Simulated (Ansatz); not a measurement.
CH₄BFN₂, SMILES NC=NBF: a rigid torsion scan, run with the Ansatz DFT code, driven from Python.

`torsion_ch4bfn2.py`:
```python
import ansatz as az
from ase import Atoms


def main() -> None:
    atoms = Atoms(["N", "C", "N", "B", "F", "H", "H", "H", "H"], positions=[
        [-1.4652, 0.09, 1.1348],
        [-0.4168, -0.3086, 0.3315],
        [0.2819, 0.5599, -0.3156],
        [1.579, 0.1639, -1.1674],
        [2.2781, 1.1592, -1.8628],
        [-1.7435, 1.1667, 1.1977],
        [-2.0731, -0.5591, 1.6378],
        [-0.1598, -1.3505, 0.2654],
        [1.8079, -0.9678, -1.2384],
    ])

    first = (
        az.Crystal.molecule_from_ase(atoms).calculation()
        .basis(gaussian="def2-SVP")
        .functional("pbe")
        .relax(force_tolerance=0.02, max_steps=80)
    )
    atoms.positions = first.run(threads=1, backend="cpu").report["positions_ang"]

    start = atoms.get_dihedral(2, 1, 0, 5)
    energies = {}
    for turn in range(0, 360, 30):
        turned = atoms.copy()
        turned.set_dihedral(2, 1, 0, 5, start + turn, indices=[0, 5, 6])
        setup = (
            az.Crystal.molecule_from_ase(turned).calculation()
            .basis(gaussian="def2-SVP")
            .functional("pbe")
        )
        energies[round((start + turn) % 360)] = setup.run(threads=1, backend="cpu").report["free_energy_ev"]
    floor = min(energies.values())
    print("dihedral N2-C1-N0-H5 (deg)   E - E(min) (eV)")
    for angle, e in sorted(energies.items()):
        print(f"{angle:8d} {(e - floor):14.3f}  " + "#" * int(30 * (e - floor) / max(max(energies.values()) - floor, 1e-9)))


if __name__ == "__main__":
    main()
```

Where along the turn do the lowest and the highest point lie, and how far apart are they?

The lowest point is at 0° and the highest at 90°, 1.439 eV (138.8 kJ/mol) above it, with the rest of the molecule held.

The output:

Running `python torsion_ch4bfn2.py` prints:
```text
dihedral N2-C1-N0-H5 (deg)   E - E(min) (eV)
       0          0.000
      30          0.278  #####
      60          0.951  ###################
      90          1.439  ##############################
     120          0.951  ###################
     150          0.284  #####
     180          0.010
     210          0.283  #####
     240          0.950  ###################
     270          1.439  #############################
     300          0.952  ###################
     330          0.278  #####
```

The scan is rigid and the energies are electronic, in a modest basis. With rigid groups the curve can differ much from the relaxed path, the start wasn't checked as a minimum of this torsion, and equivalent turns needn't return to the same energy. The whole script took 37 s on 1 thread of Intel(R) Xeon(R) Processor @ 2.30GHz (shared host), peak memory 0.26 GiB.
